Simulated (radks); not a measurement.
# C⁺ in [He] 2s2 3s1: an all-electron calculation

The task here is to estimate one member of a computed series from the others.

The numbers are computed with radks (a radial shooting solver on a logarithmic mesh, Libxc functionals) version 1 (scalar-relativistic Kohn-Sham, LDA (Slater exchange, VWN5 correlation), spin-polarised, spherical densities, finite nucleus; open shells are filled with parallel spins first), except any that are marked as measured or tabulated.

**The atom as given**

* element: carbon (Z = 6)
* charge: +1
* electrons: 5
* configuration: [He] 2s2 3s1
* nuclear rms radius: 2.4702 fm

The outer shells:

C⁺
```
[He] core
2s [↑↓]
3s [↑ ]
```

Set-up of the first run:

Settings of this run:

```text
Z 6
configuration [He] 2s2 3s1
relativity scalar-relativistic
functional lda,vwn5
spin polarised
nucleus finite rms 2.4702 fm
c 137.035999084
```

Command:

```console
$ python run_ks.py task.json out
```

This one command runs every case of the session in turn.

One table of the session follows, with a row left open; its other results are not shown here.

It belongs to the step «Shells». From the orbitals of this run (lengths in bohr):

| level | <r> | outermost maximum (interpolated) | 90 % within | nodes |
| --- | --- | --- | --- | --- |
| 1s up | 0.2721 | 0.175 | 0.488 | 0 |
| 1s down | 0.2721 | 0.175 | 0.488 | 0 |
| 2s up | 1.386 | 1.13 | 2.16 | 1 |
| 2s down | 1.382 | 1.13 | 2.15 | 1 |
| 3s up | ? | ? | ? | ? |
| 3s down | 4.208 | 3.75 | 6.20 | 2 |

Q: Estimate the row for 3s up from the others.

**Answer.** <r>: 4.108; outermost maximum (interpolated): 3.73; 90 % within: 5.99; nodes: 2. In the column «<r>» it lies between 2s up (1.386) and 3s down (4.208).
